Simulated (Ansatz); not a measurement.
Ta3AsAu2O13:

```
Ta As Au O
1.0
     5.45204    0.00000    0.00000
    -2.72602    4.72161    0.00000
     0.00000    0.00000    9.57902
Ta As Au O
3 1 2 13
Direct
  0.00000 0.00000 0.19408
  0.00000 0.00000 0.80592
  0.66667 0.33333 0.00000
  0.00000 0.00000 0.50000
  0.33333 0.66667 0.27428
  0.33333 0.66667 0.72572
  0.00000 0.00000 0.00000
  0.23947 0.97129 0.36402
  0.02871 0.26818 0.36402
  0.73182 0.76053 0.36402
  0.23947 0.97129 0.63598
  0.02871 0.26818 0.63598
  0.73182 0.76053 0.63598
  0.38452 0.33425 0.85844
  0.66575 0.05026 0.85844
  0.94974 0.61548 0.85844
  0.38452 0.33425 0.14156
  0.66575 0.05026 0.14156
  0.94974 0.61548 0.14156
```

The cell was built by a generator and needn't be a form met in nature.

```yaml
Program: Ansatz 0.2.0
Task: relaxation of cell and atoms
Functional: BLYP
Potentials_or_basis: Ansatz PAW soft_1
Cutoff: "420 eV (not typed: the program's choice for these potentials)"
k_mesh: 4 × 4 × 2
Occupations: fermi-dirac, width 0.05 eV
Spin: no spin polarisation
```

At the start: volume 12.98 Å³/atom.

Q: How do energy, volume and symmetry change on relaxing?

A: It ends after 12 steps and the volume is 13.64 Å³/atom (+5.1 %); space group P-6 (No. 174, to 0.05 Å).

Step by step:
| step | energy change (eV) | largest force (eV/Å) | volume (Å³) |
| --- | --- | --- | --- |
| 1 | 0.0000 | 0.3104 | 246.59 |
| 2 | -0.1185 | 0.2054 | 256.54 |
| 3 | -0.1319 | 0.1365 | 257.29 |
| 4 | -0.1384 | 0.0676 | 257.61 |
| 5 | -0.1401 | 0.0430 | 258.08 |
| 6 | -0.1400 | 0.0160 | 258.18 |
| 7 | -0.1399 | 0.0051 | 258.21 |
| 8 | -0.1842 | 0.0039 | 258.21 |
| 9 | -0.1842 | 0.0041 | 258.22 |
| 10 | -0.1795 | 0.0281 | 259.85 |
| 11 | -0.1821 | 0.0046 | 259.23 |
| 12 | -0.1846 | 0.0046 | 259.23 |

Final structure:
```yaml
crystal:
  lattice:
    - [5.55915, 0.00000, 0.00000]
    - [-2.77957, 4.81436, 0.00000]
    - [0.00000, 0.00000, 9.68593]
  atoms:
    - { symbol: Ta, position: [0.00000, 0.00000, 0.19289] }
    - { symbol: Ta, position: [0.00000, 0.00000, 0.80711] }
    - { symbol: Ta, position: [0.66667, 0.33333, 0.00000] }
    - { symbol: As, position: [0.00000, 0.00000, 0.50000] }
    - { symbol: Au, position: [0.33333, 0.66667, 0.27519] }
    - { symbol: Au, position: [0.33333, 0.66667, 0.72481] }
    - { symbol: O, position: [0.00000, 0.00000, 0.00000] }
    - { symbol: O, position: [0.22678, 0.95481, 0.36316] }
    - { symbol: O, position: [0.04519, 0.27197, 0.36316] }
    - { symbol: O, position: [0.72803, 0.77322, 0.36316] }
    - { symbol: O, position: [0.22678, 0.95481, 0.63684] }
    - { symbol: O, position: [0.04519, 0.27197, 0.63684] }
    - { symbol: O, position: [0.72803, 0.77322, 0.63684] }
    - { symbol: O, position: [0.38211, 0.32440, 0.85947] }
    - { symbol: O, position: [0.67560, 0.05771, 0.85947] }
    - { symbol: O, position: [0.94229, 0.61789, 0.85947] }
    - { symbol: O, position: [0.38211, 0.32440, 0.14053] }
    - { symbol: O, position: [0.67560, 0.05771, 0.14053] }
    - { symbol: O, position: [0.94229, 0.61789, 0.14053] }
```

Caveat: the plane-wave basis is chosen anew once the cell has moved, so the energies of steps on either side of that aren't comparable; the pressure holds a Pulay correction of +0.5 GPa for the finite cutoff; the PAW data sets come from PBE, with cores solved anew for the run's functional, which leaves a small shift of forces and pressure.
